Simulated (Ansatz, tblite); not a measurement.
**(ClGaO)3 ring (Ga3Cl3O3): rung by rung**

The task here is to estimate one member of a computed series from the others.

Method: as each input shows; program: Ansatz 0.2.0, Gaussian basis.

Levels to be run: GFN1-xTB, GFN2-xTB, PBE-D4/def2-TZVP, r2SCAN-D4/def2-TZVP, PBE-QIDH/def2-TZVP, r2SCANh-D4/def2-TZVP, CAM-B3LYP-D4/def2-TZVP, PBE+10HF/def2-SVP, PBE+15HF/def2-SVP, PBE+40HF/def2-SVP, PBE-D4/def2-SVP, PBE0-D4/def2-SVP, HF/STO-3G, HF/6-31G, B3LYP-D4/6-31G, MP2/def2-SVP, RPA/def2-SVP.

2 further runs of the same task are left out: 2 set aside as unsound or not needed.

### The geometry

The singlet was relaxed beforehand with PBE-D4/def2-SVP.

9 atoms, charge 0, spin multiplicity 1.

Bond lengths: Ga1–Cl2 2.132 Å, Ga1–O3 1.802 Å, Ga1–O9 1.802 Å, O3–Ga4 1.802 Å, Ga4–Cl5 2.132 Å, Ga4–O6 1.802 Å, O6–Ga7 1.802 Å, Ga7–Cl8 2.132 Å, Ga7–O9 1.802 Å. Angles: Cl2–Ga1–O3 120.1°, Cl2–Ga1–O9 120.1°, O3–Ga1–O9 119.8°, Ga1–O3–Ga4 120.2°, O3–Ga4–Cl5 120.1°, O3–Ga4–O6 119.8°, Cl5–Ga4–O6 120.1°, Ga4–O6–Ga7 120.2°, O6–Ga7–Cl8 120.1°, O6–Ga7–O9 119.8°, Cl8–Ga7–O9 120.1°, Ga1–O9–Ga7 120.2°.

PBE0-D4/def2-TZVP was run before; its log isn't repeated, and its numbers join the tables.

Set-up of the first run:

Tight binding, by tblite at 300 K electronic temperature and without a spin-polarisation term:

```python
tblite.interface.Calculator('GFN1-xTB', numbers, positions, charge=0, uhf=0).singlepoint()
```

Tight binding, by tblite at 300 K electronic temperature and without a spin-polarisation term:

```python
tblite.interface.Calculator('GFN2-xTB', numbers, positions, charge=0, uhf=0).singlepoint()
```

start.molden holds the orbitals of an earlier run on this state, given as this run's starting guess.

Contents of in.yaml:

```yaml
crystal:
  periodic: [false, false, false]
  atoms:
    - {symbol: Ga, position_ang: [0.292618, 1.777704, -0.101117]}
    - {symbol: Cl, position_ang: [0.626879, 3.878851, -0.239577]}
    - {symbol: O, position_ang: [-1.160928, 1.147811, 0.758391]}
    - {symbol: Ga, position_ang: [-1.457945, -0.627023, 0.858768]}
    - {symbol: Cl, position_ang: [-3.191988, -1.366867, 1.854490]}
    - {symbol: O, position_ang: [-0.286010, -1.773857, 0.110674]}
    - {symbol: Ga, position_ang: [1.171224, -1.151170, -0.747826]}
    - {symbol: Cl, position_ang: [2.545725, -2.510485, -1.647123]}
    - {symbol: O, position_ang: [1.460425, 0.625037, -0.846690]}
basis:
  gaussian: {orbitals: def2-TZVP, initial_orbitals: start.molden}
hamiltonian: {xc: pbe, dispersion: d4}
scf: {omitted_lower_state_checks: [starts]}
output: {orbitals: {seedname: orbitals}}
```

On the command line:

```
> ansatz run in.yaml --threads 2 --pin off --events-out ev --progress --plain --max-ram 32768MiB --backend cuda --devices 0, --max-vram 18GiB
```

Among the steps run: PBE-D4/def2-TZVP; r2SCAN-D4/def2-TZVP; PBE-QIDH/def2-TZVP; r2SCANh-D4/def2-TZVP; CAM-B3LYP-D4/def2-TZVP; PBE+10HF/def2-SVP; PBE+15HF/def2-SVP; PBE+40HF/def2-SVP; PBE-D4/def2-SVP; PBE0-D4/def2-SVP; HF/STO-3G; HF/6-31G; B3LYP-D4/6-31G; MP2/def2-SVP; RPA/def2-SVP.

One of the session's tables, all rows but one given; the rest of the session is left out.

It belongs to the step «Binding energy». 

| level | binding an atom (eV) |
| --- | --- |
| HF/6-31G | 2.155 |
| HF/def2-SVP | 2.454 |
| PBE-D4/def2-SVP | 3.799 |
| PBE-D4/def2-TZVP | 3.758 |
| r2SCAN-D4/def2-TZVP | 3.735 |
| r2SCANh-D4/def2-TZVP | 3.675 |
| B3LYP-D4/6-31G | 3.436 |
| PBE0-D4/def2-SVP | 3.652 |
| PBE0-D4/def2-TZVP | 3.632 |
| CAM-B3LYP-D4/def2-TZVP | 3.611 |
| PBE-QIDH/def2-TZVP | 3.696 |
| RPA/def2-SVP | ? |
| MP2/def2-SVP | 3.702 |

Estimate the missing values for RPA/def2-SVP.

As computed: binding an atom (eV): 3.132. In the column «binding an atom (eV)» it lies between HF/def2-SVP (2.454) and B3LYP-D4/6-31G (3.436).

To keep in mind: Free atoms were run apart at each level; binding is atoms less cluster, divided by the number of atoms, without zero-point or spin-orbit terms.
